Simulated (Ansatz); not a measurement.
**CH3Cl3GeO: up Jacob's ladder to CCSD(T)**

An exercise on one series of results from a longer session: the logs are not shown, and one member is left open.

Method: functionals in def2-TZVPP, the program's frozen cores in correlated methods; program: Ansatz 0.2.0, Gaussian basis.

Levels to be run: LDA (SPW92), PBE-D4, revPBE-D4, BLYP-D4, r2SCAN-D4, B97M-V, PBE0-D4, B3LYP-D4, r2SCANh-D4, r2SCAN0-D4, HSE06-D4, BHLYP-D4, CAM-B3LYP-D4, LC-ωPBE, ωB97X-V, ωB97M-V, B2PLYP, PBE-QIDH; CCSD(T)/def2-SVP; CCSD(T)/def2-TZVPP; MP2/def2-QZVPP; extrapolation to the limit; RPA on PBE.

## Structure used throughout

All runs share one geometry, relaxed beforehand with PBE0-D4 in a triple-zeta def2 set.

SMILES `C[O][Ge]([Cl])([Cl])[Cl]`, 9 atoms, charge 0, spin multiplicity 1.

Atoms are counted from 1 here; the program's logs count them from 0.

Bond lengths: C1–O2 1.420 Å, C1–H7 1.090 Å, C1–H8 1.094 Å, C1–H9 1.094 Å, O2–Ge3 1.743 Å, Ge3–Cl4 2.126 Å, Ge3–Cl5 2.108 Å, Ge3–Cl6 2.126 Å. Angles: O2–C1–H7 106.8°, O2–C1–H8 111.5°, O2–C1–H9 111.5°, H7–C1–H8 108.8°, H7–C1–H9 108.8°, H8–C1–H9 109.2°, C1–O2–Ge3 119.9°, O2–Ge3–Cl4 110.6°, O2–Ge3–Cl5 106.6°, O2–Ge3–Cl6 110.6°, Cl4–Ge3–Cl5 110.5°, Cl4–Ge3–Cl6 108.1°, Cl5–Ge3–Cl6 110.5°.

As a file:

```
C     0.2911   -1.1218    0.8863
O     0.8756   -0.2473   -0.0673
Ge   -0.0975    0.9803   -0.8311
Cl   -1.7148    0.0990   -1.8938
Cl    1.1729    2.0226   -2.1521
Cl   -0.9071    2.3039    0.6230
H     1.0820   -1.7905    1.2270
H    -0.5113   -1.7199    0.4438
H    -0.1023   -0.5725    1.7472
```

The first run:

File in.yaml:

```yaml
crystal:
  periodic: [false, false, false]
  atoms:
    - {symbol: C, position_ang: [0.291123, -1.121790, 0.886338]}
    - {symbol: O, position_ang: [0.875588, -0.247282, -0.067337]}
    - {symbol: Ge, position_ang: [-0.097501, 0.980285, -0.831083]}
    - {symbol: Cl, position_ang: [-1.714817, 0.098957, -1.893841]}
    - {symbol: Cl, position_ang: [1.172929, 2.022599, -2.152077]}
    - {symbol: Cl, position_ang: [-0.907099, 2.303943, 0.623014]}
    - {symbol: H, position_ang: [1.081971, -1.790516, 1.227013]}
    - {symbol: H, position_ang: [-0.511324, -1.719911, 0.443775]}
    - {symbol: H, position_ang: [-0.102269, -0.572485, 1.747199]}
basis:
  gaussian: {orbitals: def2-TZVPP}
hamiltonian: {xc: lda}
output: {orbitals: {seedname: orbitals}}
```

On the command line:

```bash
> ansatz run in.yaml --threads 4 --pin off --events-out ev --progress --plain --max-ram 11315MiB
```

Steps of the session up to this table: LDA; PBE-D4 (GGA); revPBE-D4 (GGA); BLYP-D4 (GGA); r2SCAN-D4 (meta-GGA); B97M-V (meta-GGA); PBE0-D4 (hybrid); B3LYP-D4 (hybrid); r2SCANh-D4 (hybrid); r2SCAN0-D4 (hybrid); HSE06-D4 (hybrid); BHLYP-D4 (hybrid); CAM-B3LYP-D4 (range-separated); LC-ωPBE (range-separated); ωB97X-V (range-separated); ωB97M-V (range-separated); B2PLYP (double hybrid); PBE-QIDH (double hybrid).

One of the session's tables, all rows but one given; the rest of the session is left out.

It belongs to the step «Frontier levels by functional». 

```
  functional  HOMO (eV)  LUMO (eV)  gap (eV)
 LDA (SPW92)      -7.45      -2.92      4.52
      PBE-D4      -7.30      -2.61      4.69
   revPBE-D4      -7.24      -2.49      4.75
     BLYP-D4      -7.19      -2.54      4.65
   r2SCAN-D4      -7.68      -2.37      5.31
      B97M-V      -7.78      -2.25      5.54
     PBE0-D4          ?          ?         ?
    B3LYP-D4      -8.66      -1.92      6.74
  r2SCANh-D4      -8.28      -2.00      6.27
  r2SCAN0-D4      -9.18      -1.46      7.73
    HSE06-D4      -8.51      -1.97      6.54
    BHLYP-D4     -10.47      -0.51      9.96
CAM-B3LYP-D4     -10.38      -0.55      9.83
     LC-ωPBE     -11.75       0.73     12.48
     ωB97X-V     -11.41       0.64     12.05
     ωB97M-V     -11.31       0.49     11.81
```

**Question.** Estimate the row for PBE0-D4.

The run gave: HOMO (eV): -8.92; LUMO (eV): -1.60; gap (eV): 7.32. In the column «HOMO (eV)» it lies between r2SCAN0-D4 (-9.18) and B3LYP-D4 (-8.66).
